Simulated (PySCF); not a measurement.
# C5H8GeO: electronic excitations

What electronic excitations should C5H8GeO (`C=C1CC=[CH][GeH2][O]1`) show?

The runs use PySCF 2.14.0, with density-fitted response routines of our own; the level of theory stands in each step. All values are computed, except where a source is named. Atoms count from 0, in the outputs and in this text.

## Step 1: Starting geometry

15 atoms, charge 0, multiplicity 1; geometry from: GFN2-xTB.

Bonds of the start (Å): C0–C1 1.33, C1–C2 1.51, C2–C3 1.50, C3–C4 1.33, C4–Ge5 1.95, Ge5–O6 1.78, O6–C1 1.36, C0–H7 1.07, C0–H8 1.07, C2–H9 1.09, C2–H10 1.10, C3–H11 1.08, C4–H12 1.08, Ge5–H13 1.50, Ge5–H14 1.51.

## Step 2: Excited states and response: wB97X-D/def2-SVPD

The job: settings as JSON, then the geometry in Å.

```
{"job": {"kind": "uv", "xc": "wB97X-D", "basis": "def2-SVPD", "nstates": 8, "ntriplets": 3}, "charge": 0, "multiplicity": 1}
C      2.235590     0.504525    -0.678599
C      0.986905     0.464129    -0.235832
C      0.577524    -0.339884     0.980278
C     -0.494929    -1.331752     0.641144
C     -1.617011    -0.970271     0.026703
Ge    -1.713887     0.883968    -0.554344
O      0.018010     1.179034    -0.859237
H      2.497468     1.098961    -1.534892
H      3.021997    -0.040482    -0.191839
H      1.450817    -0.833329     1.403168
H      0.184911     0.373114     1.715651
H     -0.304583    -2.365959     0.902810
H     -2.365142    -1.701789    -0.236930
H     -2.335256     1.191657    -1.883727
H     -2.146826     1.896069     0.483733
```

Level: TDDFT wB97X-D/def2-SVPD, vertical, gas phase, core orbitals frozen in the response.

On the command line:

```sh
$ OMP_NUM_THREADS=1 python probes_run.py task.json out
```

One launch serves the whole session: the jobs run in the order shown.

What will the session give for the following? lowest singlet (wB97X-D/def2-SVPD); brightest single state of those computed; lowest triplet. Wanted: lowest singlet; brightest single state of those computed; lowest triplet.

**Answer**, as computed:

| quantity | value |
| --- | --- |
| lowest singlet (wB97X-D/def2-SVPD) | 5.28 eV (235 nm), f = 0.032 |
| brightest single state of those computed | state 6, 6.90 eV, f = 0.473 |
| lowest triplet | 4.32 eV |

The first singlet state (HOMO→LUMO 0.96) lies at 5.28 eV and is weak; of the 8 states computed, the strongest absorption comes from states 5 to 6 together at 6.90 eV. The lowest triplet lies 0.96 eV below the lowest singlet (triplets in Tamm-Dancoff, singlets in full TDDFT).
